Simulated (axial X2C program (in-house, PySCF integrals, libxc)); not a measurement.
# NSnN²⁺: bond lengths and stretches, held linear

One table from this session's results is given with a row withheld; the runs are named, their logs left out.

Program: an in-house X2C program for linear molecules on PySCF integrals. Level of theory: all-electron X2C, two-component (2c) or spin-free, N dyall-av3z, Sn dyall-v3z. These are calculated values, not measurements.

All values are calculated.

2 further runs of the same task are left out: 2 set aside as unsound or not needed.

Set-up of the first run:

Contents of task.json:

```json
{
 "zs": [
  7,
  50,
  7
 ],
 "q": 2,
 "bas": [
  "dyall-av3z",
  "dyall-v3z",
  "dyall-av3z"
 ],
 "r0": [
  1.9,
  1.9
 ],
 "symm": 1,
 "scan": [
  "PBE0",
  "HF",
  "BHandHLYP"
 ],
 "levels": [
  "PBE0",
  "HF",
  "B3LYP"
 ],
 "nst": 2
}
```

Keys: zs atomic numbers; q charge; bas basis sets; r0 starting distance in Å; symm equal bonds; scan levels of the two-bond scan (MP2 follows by itself at each HF point); levels methods; nst determinants followed.

The run is started by

```bash
$ python solin.py task.json out
```

Masses N 14.003, Sn 119.902, N 14.003 u.

Steps of the session up to this table: Scan at HF, 2c; Scan at BHandHLYP, 2c; Scan at MP2, 2c.

One table of the session follows, with a row left open; its other results are not shown here.

```
               level  r(N–Sn) (Å)  r(Sn–N) (Å)  lower stretch (cm⁻¹)  upper stretch (cm⁻¹)
              HF, 2c            ?            ?                     ?                     ?
       BHandHLYP, 2c        2.159        2.159                 407.6                 461.8
             MP2, 2c        2.140        2.140                 447.8                 518.7
       HF, spin-free        2.160        2.160                 400.4                 445.4
BHandHLYP, spin-free        2.158        2.158                 408.0                 462.0
      MP2, spin-free        2.141        2.141                 444.6                 518.8
```

Estimate the missing values for HF, 2c.

The run gave: r(N–Sn) (Å): 2.161; r(Sn–N) (Å): 2.161; lower stretch (cm⁻¹): 398.7; upper stretch (cm⁻¹): 445.0. In the column «r(N–Sn) (Å)» it is the highest.

Scans not shown above were run alike.

Limits of these values: A multiply charged ion may be only metastable. The molecule was held linear; bending was not examined, so a bent shape may lie lower.
